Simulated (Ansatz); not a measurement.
# AlGaH (quartet): B3LYP, BHLYP over a scan of the distance Ga2–H3, 6-31G

How well do these functionals follow the top wave-function level for AlGaH (quartet) over a scan of the distance Ga2–H3?

The runs use Ansatz 0.2.0, Gaussian basis; 6-31G, all electrons in the functionals.

The runs, in order: B3LYP, BHLYP, at 1.221 Å; 1.381 Å; 1.559 Å; 1.673 Å; 1.946 Å; 2.121 Å; 2.516 Å; 2.884 Å; 3.387 Å; 4.264 Å; 5.305 Å.

23 further runs of the same task are left out: 2 for a known fault of the program, 17 that didn't finish, 4 set aside as unsound or not needed.

## 1. The system

The geometry derives from a PBE0/def2-TZVP stationary point (not a proven minimum). One bond is set to the value named and the two fragments are kept rigid. No spin-orbit coupling is included. The filled d shell of Ga may be among the frozen orbitals whatever the setting's name suggests; the logs give the count.

3 atoms, charge 0, spin multiplicity 4.

Atoms are counted from 1 here; the program's logs count them from 0.

Bond lengths: Al1–Ga2 2.308 Å, Ga2–H3 1.559 Å. Angles: Al1–Ga2–H3 180.0°.

No dispersion term is added. B3LYP takes the VWN-RPA correlation.

The geometry shown and the zero of energy belong to the point 1.559 Å. The yardstick, FCI, and other wave-function levels (R restricted, U unrestricted, valence and pair active spaces) come from earlier runs.

## 2. B3LYP, 1.221 Å

Contents of in.yaml:

```yaml
crystal:
  periodic: [false, false, false]
  atoms:
    - {symbol: Al, position_ang: [0.000000, 0.000000, 1.945933]}
    - {symbol: Ga, position_ang: [0.000000, 0.000000, -0.362467]}
    - {symbol: H, position_ang: [0.000000, 0.000000, -1.583467]}
basis:
  gaussian: {orbitals: 6-31G}
magnetization: {spin_polarized: true, initial_magnetization: 3}
hamiltonian: {xc: {name: B3LYP}}
```

On the command line:

```
> ansatz run in.yaml --threads 1 --pin off --events-out ev --progress --plain --max-ram 2393MiB
```

The runs that follow: B3LYP, 1.381 Å; B3LYP, 1.559 Å; B3LYP, 1.673 Å; B3LYP, 1.946 Å; B3LYP, 2.121 Å; B3LYP, 2.516 Å; B3LYP, 2.884 Å; B3LYP, 3.387 Å; B3LYP, 4.264 Å; B3LYP, 5.305 Å; BHLYP, 1.221 Å; BHLYP, 1.381 Å; BHLYP, 1.559 Å; BHLYP, 1.673 Å; BHLYP, 1.946 Å; BHLYP, 2.121 Å; BHLYP, 2.516 Å; BHLYP, 2.884 Å; BHLYP, 3.387 Å; BHLYP, 4.264 Å; BHLYP, 5.305 Å.

**Question.** What will the summary of the whole plan be? Wanted: span of the FCI curve; largest miss, B3LYP; largest miss, BHLYP.

**Answer**, as computed:

| quantity | value |
| --- | --- |
| span of the FCI curve | 38.9 kcal/mol |
| largest miss, B3LYP | -5.7 kcal/mol (1.221 Å) |
| largest miss, BHLYP | +8.0 kcal/mol (5.305 Å) |

**Reading.** Of the functionals, B3LYP keep the smallest largest miss at the points compared (at most 5.7 kcal/mol) and BHLYP strays most (8.0 kcal/mol, at 5.305 Å). Functionals and the yardstick converge differently with the basis, so part of each miss in 6-31G is the basis.
